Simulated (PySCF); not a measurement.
# F3H2HgO (Hg(F)3(H2O)-): the cost of one run

Program: PySCF 2.14.0. Level of theory: PBE0, Hg def2-SVP with ECP60, F def2-SVP, O def2-SVP, H def2-SVP; scalar-relativistic core potentials, no spin–orbit coupling. These are calculated values, not measurements.

1 further run of the same task is left out (for a known fault of the program).

**1. The starting structure**

7 atoms, charge -1, spin multiplicity 1.

Bond lengths: Hg1–F2 2.131 Å, Hg1–F3 2.016 Å, Hg1–F4 2.131 Å, O5–H6 0.982 Å, O5–H7 0.982 Å. Angles: F2–Hg1–F3 134.9°, F2–Hg1–F4 89.7°, F3–Hg1–F4 134.9°, H6–O5–H7 98.2°.

As a file:

```
Hg   -0.2766   -0.4188    0.4188
F     0.3619    1.6119    0.5141
F    -0.9633   -1.7589    1.7589
F     0.3619   -0.5141   -1.6119
O    -1.2711    1.5429   -1.5429
H    -0.6885    1.8753   -0.8257
H    -0.6885    0.8257   -1.8753
```

Formal oxidation states: Hg +2. An earlier session relaxed this geometry at PBE0, Hg def2-SVP with ECP60, F def2-SVP, O def2-SVP, H def2-SVP (singlet, point group Cs).

Its energy there is -528.830546 Eh.

**2. One electron removed, multiplicity 2**

run.py (the lines that set the calculation) reads:

```python
mol = gto.M(atom='''
Hg    -0.27659    -0.41882     0.41882
F      0.36192     1.61195     0.51414
F     -0.96329    -1.75888     1.75888
F      0.36192    -0.51414    -1.61195
O     -1.27108     1.54292    -1.54292
H     -0.68846     1.87533    -0.82568
H     -0.68846     0.82568    -1.87533''',
    basis={'Hg': 'def2-SVP', 'F': 'def2-SVP', 'O': 'def2-SVP', 'H': 'def2-SVP'},
    ecp={'Hg': 'def2-SVP'},
    charge=0, spin=1)
mf = dft.UKS(mol, xc='PBE0')
mf.grids.atom_grid = (50, 194)
mf = mf.density_fit()  # fitting sets: Hg def2-universal-JKFIT, F def2-universal-JKFIT, O def2-universal-JKFIT, H def2-universal-JKFIT
mf.conv_tol = 1e-08; mf.max_cycle = 55
mf.kernel(dm0)  # dm0: the density of the relaxed state
```

The run is started by

```sh
$ OMP_NUM_THREADS=2 python run.py
```

**Question.** How long does this run take on 2 threads of Arm Neoverse V1, shared host?

About 3.8 s.
